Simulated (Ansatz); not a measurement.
# CH3InO: one species, many methods

An exercise on one series of results from a longer session: the logs are not shown, and one member is left open.

The runs use Ansatz 0.2.0, Gaussian basis; functionals in def2-TZVPP, the program's frozen cores in correlated methods.

The runs, in order: LDA (SPW92), PBE-D4, revPBE-D4, BLYP-D4, r2SCAN-D4, B97M-V, PBE0-D4, B3LYP-D4, r2SCANh-D4, r2SCAN0-D4, HSE06-D4, BHLYP-D4, CAM-B3LYP-D4, LC-ωPBE, ωB97X-V, ωB97M-V, B2PLYP, PBE-QIDH; CCSD(T)/def2-SVP; CCSD(T)/def2-TZVPP; MP2/def2-QZVPP; extrapolation to the limit; RPA on PBE.

**The relaxed structure**

All runs share one geometry, relaxed beforehand with PBE0-D4 in a triple-zeta def2 set. In takes the def2 core potential; no spin-orbit term is included.

SMILES `O=[CH][InH2]`, 6 atoms, charge 0, spin multiplicity 1.

Atoms are counted from 1 here; the program's logs count them from 0.

Bond lengths: O1–C2 1.205 Å, C2–In3 2.215 Å, C2–H4 1.118 Å, In3–H5 1.724 Å, In3–H6 1.724 Å. Angles: O1–C2–In3 115.5°, O1–C2–H4 118.8°, In3–C2–H4 125.6°, C2–In3–H5 118.8°, C2–In3–H6 118.8°, H5–In3–H6 121.9°.

Set-up of the first run:

in.yaml

```yaml
crystal:
  periodic: [false, false, false]
  atoms:
    - {symbol: O, position_ang: [-1.097135, -1.592568, 0.489660]}
    - {symbol: C, position_ang: [-0.088079, -1.197468, -0.037351]}
    - {symbol: In, position_ang: [0.190752, 0.999428, -0.038729]}
    - {symbol: H, position_ang: [0.618281, -1.944198, -0.477165]}
    - {symbol: H, position_ang: [-0.513566, 1.926303, -1.310262]}
    - {symbol: H, position_ang: [0.931848, 1.744503, 1.327849]}
basis:
  gaussian: {orbitals: def2-TZVPP}
hamiltonian: {xc: lda}
output: {orbitals: {seedname: orbitals}}
```

Started as:

```
$ ansatz run in.yaml --threads 2 --pin off --events-out ev --progress --plain --max-ram 4352MiB
```

Steps of the session up to this table: LDA; PBE-D4 (GGA); revPBE-D4 (GGA); BLYP-D4 (GGA); r2SCAN-D4 (meta-GGA); B97M-V (meta-GGA); B3LYP-D4 (hybrid); r2SCANh-D4 (hybrid); r2SCAN0-D4 (hybrid); HSE06-D4 (hybrid); BHLYP-D4 (hybrid); CAM-B3LYP-D4 (range-separated); LC-ωPBE (range-separated); ωB97X-V (range-separated); ωB97M-V (range-separated); B2PLYP (double hybrid); PBE-QIDH (double hybrid).

One of the session's tables, all rows but one given; the rest of the session is left out.

It belongs to the step «Frontier levels by functional». 

| functional | HOMO (eV) | LUMO (eV) | gap (eV) |
| --- | --- | --- | --- |
| LDA (SPW92) | -5.29 | -2.95 | 2.35 |
| PBE-D4 | -5.14 | -2.67 | 2.47 |
| revPBE-D4 | -5.08 | -2.55 | 2.53 |
| BLYP-D4 | -5.07 | -2.67 | 2.40 |
| r2SCAN-D4 | -5.34 | -2.39 | 2.95 |
| B97M-V | -5.42 | -2.69 | 2.73 |
| PBE0-D4 | -6.37 | -1.96 | 4.41 |
| B3LYP-D4 | -6.20 | -2.26 | 3.94 |
| r2SCANh-D4 | -5.81 | -2.15 | 3.66 |
| r2SCAN0-D4 | -6.52 | -1.79 | 4.74 |
| HSE06-D4 | -5.97 | -2.32 | 3.65 |
| BHLYP-D4 | -7.59 | -1.36 | 6.23 |
| CAM-B3LYP-D4 | -7.70 | -1.20 | 6.50 |
| LC-ωPBE | ? | ? | ? |
| ωB97X-V | -8.62 | -0.19 | 8.43 |
| ωB97M-V | -8.54 | -0.49 | 8.05 |

Q: Estimate the row for LC-ωPBE from the others.

As computed: HOMO (eV): -8.91; LUMO (eV): -0.05; gap (eV): 8.87. In the column «HOMO (eV)» it is the lowest.
